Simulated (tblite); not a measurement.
# C4H13GeNSi: the cost of one run

Computed with tblite 0.8.0 and PySCF 2.14.0, with density-fitted response routines of our own, on a single molecule, in the gas phase or a continuum. Atoms are numbered from 0 throughout.

### 1 The molecule as given

20 atoms, charge 0, multiplicity 1; geometry from: force field or distance geometry start.

Bonds of the start (Å): Si0–N1 1.80, N1–Ge2 1.83, Ge2–C3 1.93, C3–C4 1.50, C4–C5 1.48, C5–C6 1.51, C6–Ge2 1.96, Si0–H7 1.48, Si0–H8 1.47, Si0–H9 1.48, N1–H10 1.05, Ge2–H11 1.54, C3–H12 1.12, C3–H13 1.11, C4–H14 1.12, C4–H15 1.12, C5–H16 1.11, C5–H17 1.10, C6–H18 1.10, C6–H19 1.11.

### 2 Optimising the geometry with GFN2-xTB

Job settings and geometry (Å):

```
{"job": {"kind": "relax", "xc": "GFN2-xTB", "basis": "xTB"}, "charge": 0, "multiplicity": 1}
Si     3.177400    -0.159900    -0.411400
N      1.820500     0.520400     0.564800
Ge     0.332200     0.569400    -0.498500
C     -0.481100    -1.148000    -0.846300
C     -1.763400    -1.070400    -0.063900
C     -2.230900     0.329200     0.043200
C     -1.151100     1.209500     0.620000
H      3.645300     0.813800    -1.423200
H      4.237100    -0.535100     0.529400
H      2.601900    -1.327000    -1.113700
H      2.009200     1.515500     0.850100
H      0.486300     1.423000    -1.768600
H      0.152600    -2.007500    -0.507100
H     -0.655800    -1.302900    -1.929800
H     -2.522100    -1.609000    -0.688100
H     -1.736400    -1.637100     0.904000
H     -2.517000     0.708700    -0.960600
H     -3.118100     0.432800     0.679900
H     -1.377700     2.263700     0.391400
H     -0.913800     1.021800     1.683400
```

Run with:

```
$ OMP_NUM_THREADS=1 python probes_run.py task.json out
```

The driver reads the jobs from task.json and runs them one after another.

**Question.** How long does this first job take on 1 thread of Arm Neoverse N1, shared host, and how much memory does it need?

About 2.3 s, with a peak of 0.18 GiB.
